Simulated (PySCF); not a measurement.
**LiBi: bond curves at several levels of theory**

An exercise on one series of results from a longer session: the logs are not shown, and one member is left open.

Program: PySCF 2.14.0. Level of theory: Li def2-SVP, Bi def2-SVP with ECP60, scalar-relativistic core potentials. These are calculated values, not measurements.

Set-up of the first run:

The job is set up so:

```yaml
atoms: Li, Bi
charge: 0
basis: Li def2-SVP, Bi def2-SVP with ECP60
Hamiltonian: scalar-relativistic core potentials
basis_functions: 35
electrons_treated: 26
masses_in_u: 7.0160, 208.9804
levels: PBE0, PBE, r²SCAN, r²SCAN0, TPSS, PBEsol, LC-ωPBE, HF, MP2, SCS-MP2, CCSD, CCSD(T)
grid: 80 radial by 434 angular points
occupations: held fixed by the projection of orbital angular momentum
dissociation_limit: Li + Bi, each in its ground configuration
starting_distance_in_angstrom: 2.745
values_of_2S_to_try: 0, 2, 4
```

Run with:

```
$ OMP_NUM_THREADS=1 python dia.py task.json out
```

Steps of the session up to this table: Set-up; PBE0 along the bond; Excited determinants; PBE; r²SCAN; r²SCAN0; TPSS (meta-GGA); PBEsol (GGA); LC-ωPBE (range-separated hybrid); UHF (mean field); Adding correlation.

One table of the session follows, with a row left open; its other results are not shown here.

Energy (eV) from each level's lowest point:

```
R (Å)    UHF  UHF-MP2  UHF-SCS-MP2  UHF-CCSD  UHF-CCSD(T)
2.317  0.447    0.436        0.445       n/a          n/a
2.425  0.217    0.210        0.217     0.220        0.222
2.532  0.082    0.076        0.081     0.085        0.086
2.613  0.027    0.023        0.025     0.029        0.030
2.694  0.002    0.000        0.000     0.003        0.003
2.775  0.000    0.002        0.000     0.000        0.000
2.883  0.024    0.037        0.032     0.023        0.023
3.017      ?        ?            ?         ?            ?
3.179  0.147    0.279        0.273     0.185        0.184
3.394  0.224    0.468        0.463       n/a          n/a
```

**Question.** Estimate the row for R (Å) = 3.017.

Worked estimate for «UHF». A straight line through the neighbours (2.883, 0.024) and (3.179, 0.147) gives 0.024 + (0.147 − 0.024) × (3.017 − 2.883) / (3.179 − 2.883) = 0.080; a parabola fitted to 4 rows on both sides gives 0.081.

The run gave: UHF: 0.077; UHF-MP2: 0.127; UHF-SCS-MP2: 0.120; UHF-CCSD: 0.084; UHF-CCSD(T): 0.083. In «UHF» the line misses by +0.003 and the parabola by +0.004.

State 3 has its PBE0 minimum 0.89 eV higher. State 4 has its PBE0 minimum 1.14 eV higher. The other levels ran on the lowest alone.
